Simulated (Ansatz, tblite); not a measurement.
**The cluster Cd2TeF2: charged states by level of theory**

The task here is to estimate one member of a computed series from the others.

Method: as each input shows; program: Ansatz 0.2.0, Gaussian basis.

Levels to be run: charge +1 doublet, at the geometry of the singlet (PBE0-D4/def2-TZVP, PBE-D4/def2-TZVP, r2SCAN-D4/def2-TZVP, CCSD(T)/def2-SVP); charge -1 doublet, at the geometry of the singlet (PBE0-D4/def2-TZVPD, PBE-D4/def2-TZVPD, r2SCAN-D4/def2-TZVPD); the starting singlet's energies come from earlier runs.

7 further runs of the same task are left out: 7 set aside as unsound or not needed. Runs told in other sessions of the task aren't counted.

## The structure

The geometry is that of the singlet, from an earlier relaxation (r2SCAN-D4/def2-SVP). At that level it is the lowest of the isomers that a small search found.

5 atoms, charge 0, spin multiplicity 1.

Atoms are counted from 1 here; the program's logs count them from 0.

Bond lengths: Cd1–Te3 2.610 Å, Cd1–F5 1.939 Å, Cd2–Te3 2.610 Å, Cd2–F4 1.939 Å. Angles: Te3–Cd1–F5 179.7°, Te3–Cd2–F4 179.7°, Cd1–Te3–Cd2 85.8°.

Coordinates:

```
Cd    0.6143   -1.5538    0.6295
Cd   -0.8882    1.3480   -0.7625
Te   -1.5620   -1.1732   -0.7594
F    -0.3965    3.2240   -0.7656
F     2.2325   -1.8450    1.6579
```

Cd, Te take a core potential in the def2 sets. No spin-orbit coupling is included.

The first run:

Input file in.yaml:

```yaml
crystal:
  periodic: [false, false, false]
  atoms:
    - {symbol: Cd, position_ang: [0.614260, -1.553821, 0.629526]}
    - {symbol: Cd, position_ang: [-0.888231, 1.347982, -0.762509]}
    - {symbol: Te, position_ang: [-1.561969, -1.173153, -0.759390]}
    - {symbol: F, position_ang: [-0.396549, 3.224019, -0.765551]}
    - {symbol: F, position_ang: [2.232490, -1.845017, 1.657914]}
basis:
  gaussian: {orbitals: def2-SVP}
total_charge: 1
magnetization: {spin_polarized: true, initial_magnetization: 1}
hamiltonian: {xc: pbe0, dispersion: d4}
output: {orbitals: {seedname: orbitals}}
```

Started as:

```
> ansatz run in.yaml --threads 4 --pin off --events-out ev --progress --plain --max-ram 3916MiB
```

Steps of the session up to this table: Charge +1 doublet at the fixed geometry, first pass, PBE0-D4/def2-SVP; Charge +1 doublet at the fixed geometry, PBE0-D4/def2-TZVP; Charge +1 doublet at the fixed geometry, PBE-D4/def2-TZVP; Charge +1 doublet at the fixed geometry, r2SCAN-D4/def2-TZVP; Charge +1 doublet at the fixed geometry, CCSD(T)/def2-SVP.

One table of the session follows, with a row left open; its other results are not shown here.

It belongs to the step «Vertical ionisation energy». 

```
             method  vertical ionisation energy (eV)
        HF/def2-SVP                             8.10
   PBE-D4/def2-TZVP                             8.98
r2SCAN-D4/def2-TZVP                             9.04
  PBE0-D4/def2-TZVP                             9.10
       MP2/def2-SVP                             8.87
      CCSD/def2-SVP                             8.73
   CCSD(T)/def2-SVP                                ?
```

Estimate the missing values for CCSD(T)/def2-SVP.

**Answer.** vertical ionisation energy (eV): 8.75. In the column «vertical ionisation energy (eV)» it lies between CCSD/def2-SVP (8.73) and MP2/def2-SVP (8.87).

Caveats from the session: The anion's highest level is positive in at least one run, so there the basis alone may hold the extra electron.
